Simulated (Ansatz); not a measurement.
# AsBH3 with multiplicity 2: inversion of the pyramid at As2, part 2 of 2

Aim: the minimum-energy path and barrier of the inversion of the pyramid at As2. The ends are relaxed first, then joined by a nudged elastic band. SMILES of the start: [BH][AsH2].

Ansatz 0.2.0; UKS BHLYP-D4/def2-TZVP. Earlier steps stand in the parts before.

## Step 7: Another band, settings changed

crystal.atoms is end A as relaxed above, and neb.final_atoms is end B, turned to lie on A. With 7 inner images the band has 9 in all. The start path is listed, through a guess of the saddle.

Contents of input.yaml:

```yaml
crystal:
  periodic: [false, false, false]
  atoms:
    - { symbol: B, position_ang: [0.259701, -1.052143, 0.513106] }
    - { symbol: As, position_ang: [-0.121664, 0.298543, -0.868901] }
    - { symbol: H, position_ang: [1.211778, -1.239576, 1.183386] }
    - { symbol: H, position_ang: [-1.608507, 0.431799, -0.692002] }
    - { symbol: H, position_ang: [0.258701, 1.561377, -0.135578] }
magnetization:
  spin_polarized: true
  initial_magnetization: 1
basis:
  gaussian: { orbitals: def2-TZVP }
hamiltonian:
  xc: { name: BHLYP }
  dispersion: d4
neb:
  order_check: false
  images: 7
  f_tol: 0.5
  max_iterations: 60
  final_atoms:
    - { symbol: B, position_ang: [0.27538066, -1.06344786, 0.48165322] }
    - { symbol: As, position_ang: [-0.67241534, 0.62816043, 0.12684206] }
    - { symbol: H, position_ang: [1.29359005, -1.28282831, 1.03515177] }
    - { symbol: H, position_ang: [-1.34440237, 0.27452731, -1.1713587] }
    - { symbol: H, position_ang: [0.44785601, 1.44358843, -0.47227735] }
  initial_path:
    images:
      - { positions_ang: [[0.259701, -1.052143, 0.513106], [-0.121664, 0.298543, -0.868901], [1.211778, -1.239576, 1.183386], [-1.608507, 0.431799, -0.692002], [0.258701, 1.561377, -0.135578]] }
      - { positions_ang: [[0.24660852, -1.01882243, 0.53850957], [-0.19617194, 0.3643524, -0.75828875], [1.22088648, -1.24472142, 1.13851017], [-1.63726523, 0.34333371, -0.77714451], [0.36595117, 1.55585774, -0.14157547]] }
      - { positions_ang: [[0.23351604, -0.98550186, 0.56391313], [-0.27067988, 0.4301618, -0.6476765], [1.22999496, -1.24986684, 1.09363434], [-1.66602346, 0.25486841, -0.86228702], [0.47320133, 1.55033848, -0.14757295]] }
      - { positions_ang: [[0.22042356, -0.95218129, 0.5893167], [-0.34518782, 0.4959712, -0.53706424], [1.23910344, -1.25501226, 1.04875851], [-1.69478169, 0.16640312, -0.94742954], [0.5804515, 1.54481923, -0.15357042]] }
      - { positions_ang: [[0.20733108, -0.91886072, 0.61472026], [-0.41969576, 0.56178061, -0.42645199], [1.24821193, -1.26015768, 1.00388268], [-1.72353991, 0.07793782, -1.03257205], [0.68770167, 1.53929997, -0.1595679]] }
      - { positions_ang: [[0.22434348, -0.95500751, 0.5814535], [-0.48287566, 0.57837556, -0.28812848], [1.25955646, -1.26582533, 1.01169995], [-1.62875553, 0.1270852, -1.06726871], [0.62774025, 1.51537209, -0.23774526]] }
      - { positions_ang: [[0.24135587, -0.99115429, 0.54818674], [-0.54605555, 0.59497052, -0.14980496], [1.27090099, -1.27149299, 1.01951722], [-1.53397114, 0.17623257, -1.10196537], [0.56777884, 1.4914442, -0.31592262]] }
      - { positions_ang: [[0.25836827, -1.02730108, 0.51491998], [-0.60923545, 0.61156547, -0.01148145], [1.28224552, -1.27716065, 1.02733449], [-1.43918676, 0.22537994, -1.13666204], [0.50781742, 1.46751632, -0.39409998]] }
      - { positions_ang: [[0.27538066, -1.06344786, 0.48165322], [-0.67241534, 0.62816043, 0.12684206], [1.29359005, -1.28282831, 1.03515177], [-1.34440237, 0.27452731, -1.1713587], [0.44785601, 1.44358843, -0.47227735]] }
```

Command:

```console
$ ansatz run input.yaml --threads 2 --pin off --max-ram 3072MiB --backend cpu --events-out ev --progress --plain --runs-dir out
```

Output, shortened:

```text
Warning: RAYON_NUM_THREADS=2 ignored (pool sized by the plan → 2); use --threads N
[...]
Functional definition: BHLYP
[...]
799 factors; their error is unknown
[...]
mean field -61563.08342046 eV, -2262.4015867452 hartree, gradient 3.2e-5 eV, S^2 0.753485; 2 other end points of the search recorded, 0 dependent functions left out
[...]
reference -61563.08357614 eV, -2262.4015924662 hartree; 21, 20 occupied and 76, 77 virtual orbitals, 799 factors
799 factors; their error is unknown
[...]
mean field -61563.08337423 eV, -2262.4015850464 hartree, gradient 3.3e-5 eV, S^2 0.753459; 2 other end points of the search recorded, 0 dependent functions left out
[...]
reference -61563.08352985 eV, -2262.4015907654 hartree; 21, 20 occupied and 76, 77 virtual orbitals, 799 factors
NEB end point (image 0): max|allowed force component| = 8.262e-3 eV/Å (the criterion of neb.relax_end_points is 1.000e-1)
[...]
NEB iter   1: max|band force component| = 2.740e0 eV/Å  barrier→ = 1.7123 eV  barrier← = 1.7122 eV  Δτ_max = 0.2000 Å  (384 SCF iters)
[...]
NEB iter   2: max|band force component| = 1.124e0 eV/Å  barrier→ = 0.7307 eV  barrier← = 0.7306 eV  Δτ_max = 0.1842 Å  (293 SCF iters)
[...]
NEB iter   3: max|band force component| = 4.090e-1 eV/Å  barrier→ = 0.4567 eV  barrier← = 0.4567 eV  CI = image 4  Δτ_max = 0.0000 Å  (712 SCF iters)
Total energy: -61562.72453318 eV, -2262.3883978809 hartree
Atom 0 at     0.286397    -1.142978     0.551872 Å, force    -0.050361     0.002823     0.046425 eV/Å
Atom 1 at    -0.334496     0.368057    -0.322996 Å, force     0.248590    -0.353920     0.238003 eV/Å
Atom 2 at     1.274328    -1.283439     1.169006 Å, force     0.039957    -0.079768    -0.003666 eV/Å
Atom 3 at    -1.622960     0.411376    -1.016620 Å, force    -0.137417     0.155075    -0.148101 eV/Å
Atom 4 at     0.396740     1.646984    -0.381251 Å, force    -0.100769     0.275790    -0.132661 eV/Å
Dipole moment:    -0.063335     0.300668    -0.138840 e Å
this run last wrote the band of iteration 3 to <dir>
```

It took 59 s on 2 threads of Arm Neoverse V2, shared host; peak memory 0.2 GiB.

## Step 8: What the band shows

Images 0 and 8 are the ends. Energies count from image 0; the path length is the program's own measure over all atoms.

```tsv
image	path (Å)	energy (eV)	sum of angles at As2 (°)	band force (eV/Å)
0	0.000	0.0000	297.2	-
1	0.198	0.0418	315.1	0.111
2	0.396	0.1830	336.6	0.225
3	0.597	0.3651	353.4	0.357
4*	0.799	0.4567	360.0	0.328
5	1.002	0.3792	354.1	0.409
6	1.205	0.1928	337.6	0.193
7	1.409	0.0434	315.7	0.112
8	1.611	0.0000	296.6	-
```

The star marks the climbing image.

image, energy (eV) and a bar:
```
        0      0.000 
        1      0.042 ###
        2      0.183 ############
        3      0.365 ########################
        4      0.457 ##############################
        5      0.379 #########################
        6      0.193 #############
        7      0.043 ###
        8      0.000
```

## Step 9: Summary of results

What follows sums up all 2 parts.

| quantity | value |
| --- | --- |
| end A | 5 moves, 0.081 eV lower |
| end B | 5 moves, 0.165 eV lower |
| first band: barrier forwards | 0.44 eV |
| first band: barrier backwards | 0.44 eV |
| first band: second end relative to first | 0.000 eV |
| first band: highest image | 4 of 0 to 8, climbing |
| first band: band iterations | 6 |
| imaginary modes at the top | 456i cm⁻¹ |
| second band | top 0.457 eV above image 0, 3 iterations, 7 inner images |
| time, first and second band | 90 s and 59 s |

In the first band: the barrier from the first end is 0.44 eV, 17 times kT at 300 K; with a typical attempt rate of 10^13 per second that is roughly 10^6 events a second. The ends differ by 1 meV at most. One imaginary mode, as a first-order saddle point has. The second band's top lies 21 meV above the first's. As for the second band: the force threshold is loose, so the band stops early. These are electronic energies, with no zero-point or thermal terms.
